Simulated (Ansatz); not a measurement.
# GaNH+ (triplet): from Hartree-Fock to the top rungs, cc-pVDZ

Aim: climb from Hartree-Fock through coupled cluster for GaNH+ (triplet) at one geometry and basis, and see what each rung misses.

The runs use Ansatz 0.2.0, Gaussian basis; cc-pVDZ, core rule «outside noble gas», up to 15 orbitals frozen.

The runs, in order: UHF; CCSD(T) on ROHF; CCSD(T) on UHF; BCCD(T) on ROHF; CISD; CCSDT(Q) on ROHF; CCSDT(Q) on UHF.

25 further runs of the same task are left out: 1 for a mislabelled method, 6 for a known fault of the program, 6 that didn't finish, 12 set aside as unsound or not needed.

### Step 1. The geometry

The geometry is a PBE0/def2-TZVP stationary point (not a proven minimum) of the parent state, kept for this charge and spin. No spin-orbit coupling is included. The filled d shell of Ga may be among the frozen orbitals whatever the setting's name suggests; the logs give the count.

3 atoms, charge 1, spin multiplicity 3.

Atoms are counted from 1 here; the program's logs count them from 0.

Bond lengths: N1–Ga2 1.985 Å, Ga2–H3 1.616 Å. Angles: N1–Ga2–H3 112.7°.

### Step 2. UHF

File in.yaml:

```yaml
crystal:
  periodic: [false, false, false]
  atoms:
    - {symbol: N, position_ang: [0.000000, 0.093904, 1.661900]}
    - {symbol: Ga, position_ang: [0.000000, -0.039184, -0.318801]}
    - {symbol: H, position_ang: [0.000000, 1.405604, -1.041722]}
basis:
  gaussian: {orbitals: cc-pVDZ}
total_charge: 1
magnetization: {spin_polarized: true, initial_magnetization: 2}
hamiltonian: {xc: hf}
output: {orbitals: {seedname: orbitals}}
```

Launch:

```bash
> ansatz run in.yaml --threads 1 --pin off --events-out ev --progress --plain --max-ram 2393MiB
```

Further steps of the session: CCSD(T) on ROHF; CCSD(T) on UHF; BCCD(T) on ROHF; CISD; CCSDT(Q) on ROHF; CCSDT(Q) on UHF.

Q: Predict the results of all the runs planned. Wanted: RCCSDT(Q) below the RHF energy; RMP2 from RCCSDT(Q); UMP2 from RCCSDT(Q); RCCSD from RCCSDT(Q); RCCSD(T) from RCCSDT(Q); UCCSD(T) from RCCSDT(Q); UCCSDT(Q) from RCCSDT(Q); T1 diagnostic.

As calculated:

| quantity | value |
| --- | --- |
| RCCSDT(Q) below the RHF energy | -5.3729 eV |
| RMP2 from RCCSDT(Q) | +1227.4 meV |
| UMP2 from RCCSDT(Q) | +1346.5 meV |
| RCCSD from RCCSDT(Q) | +250.7 meV |
| RCCSD(T) from RCCSDT(Q) | +69.4 meV |
| UCCSD(T) from RCCSDT(Q) | +98.7 meV |
| UCCSDT(Q) from RCCSDT(Q) | +2.3 meV |
| levels within 1 kcal/mol (43 meV) | RCCSDT, UCCSDT, UCCSDT(Q) |
| T1 diagnostic | 0.067 |

In words: RCCSD(T) lands +69.4 meV from the yardstick (1.3 % of the correlation energy). CCSD(T) misses by +69.4 meV on the restricted determinant and by +98.7 meV on the unrestricted one; the two need not hold the same state or core. These misses are within one basis, not against nature; the frozen cores of restricted and unrestricted runs differ, which can shift their rows.
